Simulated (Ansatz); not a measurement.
This script makes a scan of the energy under strain of Ge, space group Cmmm with Ansatz 0.2.0, Python API.

The script, `run_strain.py`:
```python
"""Energy of Ge under rhombohedral strain, ions carried with the cell."""

import ansatz
import matplotlib.pyplot as plt
import numpy as np

VECTORS = np.array([
    [1.397149, -2.600516, 0.0],
    [1.397149, 2.600516, 0.0],
    [0.0, 0.0, 2.698231],
])
SITES = [
    ("Ge", (0.5, 0.5, 0.0)),
]


def build(cell):
    crystal = ansatz.Crystal(lattice=ansatz.Lattice.of(cell))
    for symbol, position in SITES:
        crystal = crystal.atom(symbol, position)
    return crystal

# clamped ions: the fractional positions stay as typed
values = np.linspace(-0.05, 0.05, 5)
energies = []
for d in values:
    strain = d / 2 * (np.ones((3, 3)) - np.eye(3))
    cell = VECTORS @ (np.eye(3) + strain)
    calculation = (
        build(cell).calculation()
        .scf(tolerance=1e-09, extra_bands=8, lower_state_search="off")
        .basis(420)
        .occupations(ansatz.OccupationsMethod.FERMI_DIRAC, width=0.1)
        .mixing("msr1", preconditioner="resta")
        .functional("PBEsol", dispersion="d3bjatm")
        .kpoints(14, 14, 13)
        .stress()
    )
    rep = calculation.run().report
    energies.append(rep["free_energy_ev"] / len(SITES))
    s = rep["stress_gpa"]
    print(f"d = {d:+.4f}  stress xx yy zz xy (GPa, compression positive): {s[0][0]:8.3f} {s[1][1]:8.3f} {s[2][2]:8.3f} {s[0][1]:8.3f}")
energies = np.array(energies)

for value, e in zip(values, energies):
    print(f"strain {value:7.3f}   E - Emin = {1000 * (e - energies.min()):9.3f} meV/atom")
plt.figure(figsize=(4.5, 3))
plt.plot(values, 1000 * (energies - energies.min()), "o-")
plt.xlabel("strain")
plt.ylabel("meV/atom")
plt.tight_layout()
plt.savefig("strain.png", dpi=100)
curvature = 2 * np.polyfit(values, energies, 3)[1]
volume = abs(np.linalg.det(VECTORS)) / len(SITES)
print(f"d2E/dd2 over the volume: {curvature / volume * 160.21766:.1f} GPa")
```

How much energy does this rhombohedral strain cost, and what curvature follows?

Against the unstrained cell the energy per atom changes by +11.15 meV at one end of the scan and +10.26 meV at the other, and its second derivative over the volume is 69.9 GPa.

What the script printed:

Output of `python run_strain.py`:
```text
DeckWarning: output.stress: scf.convergence.dr2_threshold = 1e-9 eV is looser than the 1e-10 eV advised for a printed stress (1e-10 eV for each atom of the cell: 1). What an SCF threshold leaves in a [...]
d = -0.0500  stress xx yy zz xy (GPa, compression positive):   -4.904   -6.649   -6.845    0.260
d = -0.0250  stress xx yy zz xy (GPa, compression positive):   -5.085   -6.988   -7.172   -0.019
d = +0.0000  stress xx yy zz xy (GPa, compression positive):   -5.159   -7.151   -7.222    0.000
d = +0.0250  stress xx yy zz xy (GPa, compression positive):   -5.093   -7.018   -7.174    0.026
d = +0.0500  stress xx yy zz xy (GPa, compression positive):   -4.974   -6.682   -6.990   -0.115
strain  -0.050   E - Emin =    11.153 meV/atom
strain  -0.025   E - Emin =     2.674 meV/atom
strain   0.000   E - Emin =     0.000 meV/atom
strain   0.025   E - Emin =     2.734 meV/atom
strain   0.050   E - Emin =    10.260 meV/atom
d2E/dd2 over the volume: 69.9 GPa
```
(Warnings from the package without file and line, shortened.)

The settings weren't tested for convergence. Dispersion corrections can be off by several per cent in the lattices of metals, and by several GPa in the pressure at a fixed cell. The curvature belongs to this strain pattern and to the cell's stress; it equals a single elastic constant only for simple patterns. In a metal a curvature from energy changes of a few meV or less hangs on mesh and smearing, in size and even in sign. At these settings the cell as given stands under about -6 GPa, so it isn't at this functional's equilibrium volume. This isn't the structure that Ge takes at ambient conditions. The ions keep their fractional positions (clamped ions). The whole script took 58 s on 1 thread of Intel(R) Xeon(R) Processor @ 2.30GHz, on a shared host, peak memory 0.82 GiB.
